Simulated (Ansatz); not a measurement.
# ReAs3Os2: the cost of one run

Computed with Ansatz 0.2.0 (DFT PBE, scalar-relativistic, plane waves, PAW, unless a step's input says otherwise).

2 further runs of the same task are left out: 1 that didn't finish, 1 set aside as unsound or not needed.

### 1 Starting point

The structure is trigonal, space group P-3m1 (No. 164). The conventional cell has a = 3.709 Å, b = 3.709 Å, c = 9.078 Å, α = 90.00°, β = 90.00°, γ = 120.00°. Re (site symmetry -3m) is surrounded by 6 As at 2.62 Å. As (site symmetry 3m) has 3 Re at 2.62 Å and 3 Os at 2.68 Å as nearest neighbours. As (site symmetry -3m) is surrounded by 6 Os at 2.57 Å. Around Os (site symmetry 3m) lie 6 As at 2.57 to 2.68 Å.

Coordinates:

```cif
data_structure
_symmetry_space_group_name_H-M 'P-3m1'
_symmetry_Int_Tables_number 164
_cell_length_a 3.7089
_cell_length_b 3.7089
_cell_length_c 9.0784
_cell_angle_alpha 90.000
_cell_angle_beta 90.000
_cell_angle_gamma 120.000
_cell_volume 108.15
loop_
_atom_site_label
_atom_site_type_symbol
_atom_site_symmetry_multiplicity
_atom_site_Wyckoff_symbol
_atom_site_fract_x
_atom_site_fract_y
_atom_site_fract_z
_atom_site_occupancy
Re1 Re 1 a 0.00000 0.00000 0.00000 1
As1 As 2 d 0.33333 0.66667 0.16590 1
As2 As 1 b 0.00000 0.00000 0.50000 1
Os1 Os 2 d 0.33333 0.66667 0.65599 1
```

A structure generator made this guess: species swapped into a database cell of CaSm2S3 (P-3m1, No. 164), with Re on the Ca sites, Os on the Sm sites and As on the S sites. Its size is a rough estimate.

### 2 The guess as it stands, on a coarse mesh

The input, input.yaml:

```yaml
crystal:
  lattice:
    - [3.70885071, 0.0, 0.0]
    - [-1.85442536, 3.21195893, 0.0]
    - [0.0, 0.0, 9.07840643]
  atoms:
    - { symbol: Re, position: [0.0, 0.0, 0.0] }
    - { symbol: As, position: [0.33333333, 0.66666667, 0.16590221] }
    - { symbol: As, position: [0.66666667, 0.33333333, 0.83409779] }
    - { symbol: As, position: [0.0, 0.0, 0.5] }
    - { symbol: Os, position: [0.33333333, 0.66666667, 0.6559943] }
    - { symbol: Os, position: [0.66666667, 0.33333333, 0.3440057] }
basis:
  ecutwfc: 420
kpoints:
  mp_grid: { grid: [6, 6, 2] }
hamiltonian:
  xc: pbe
scf:
  occupations: { method: gaussian, width: 0.1 }
  lower_state_search: "off"
output:
  forces: true
  stress: true
  eigenvalues: true
```

The run is started by

```sh
> ansatz run input.yaml --threads 1 --pin off --max-ram 2560MiB --backend cpu --events-out ev --progress --plain --runs-dir out
```

What time and memory should one allow on 1 thread of Arm Neoverse V1, shared host?

About 5.1 s, with a peak of 0.38 GiB.
